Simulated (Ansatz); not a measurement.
Ga3Se under changes of volume

One of the cells (21.771 Å³/atom); the others are scaled copies at fixed shape and fractional positions:

```xyz
4
Lattice="4.4325 0.0000 0.0000 0.0000 4.4325 0.0000 0.0000 0.0000 4.4325" Properties=species:S:1:pos:R:3 pbc="T T T"
Se    0.0000    0.0000    0.0000
Ga    2.2162    2.2162    0.0000
Ga    2.2162    0.0000    2.2162
Ga    0.0000    2.2162    2.2162
```

The cell comes from a database or a generator and needn't be the stable form of this composition.

* Program: Ansatz 0.2.0
* Functional: r2SCAN
* Potentials or basis: Ansatz PAW
* Cutoff: 500 eV (not typed: the program's choice for these potentials)
* k mesh: 6 × 6 × 6
* Occupations: fermi-dirac, width 0.05 eV
* Spin: no spin polarisation

```tsv
volume (Å³/atom)	energy over the lowest point (meV/atom)	pressure (GPa)
20.465	0.88	0.8
20.900	0.00	-0.1
21.335	1.61	-1.0
21.771	5.36	-1.7
22.206	10.95	-2.3
22.642	?	?
23.077	26.59	-3.4
```

What does the run at 22.642 Å³/atom give?

Energy over the lowest point 18.10 meV/atom; pressure -2.9 GPa.

Worked out: A Birch-Murnaghan fit of order 3 (a polynomial in V^(-2/3)) to the other rows has its minimum at 20.83 Å³/atom with B0 = V·E''(V) = 45 GPa and B' = 6.2. It gives 18.11 meV/atom at 22.642 Å³/atom, against the run's 18.10, and -dE/dV = -2.9 GPa, against -2.9.

Energies are extrapolated to zero smearing.

Caveats: the PAW data sets come from PBE, with cores solved anew for the run's functional, which leaves a small shift of forces and pressure.
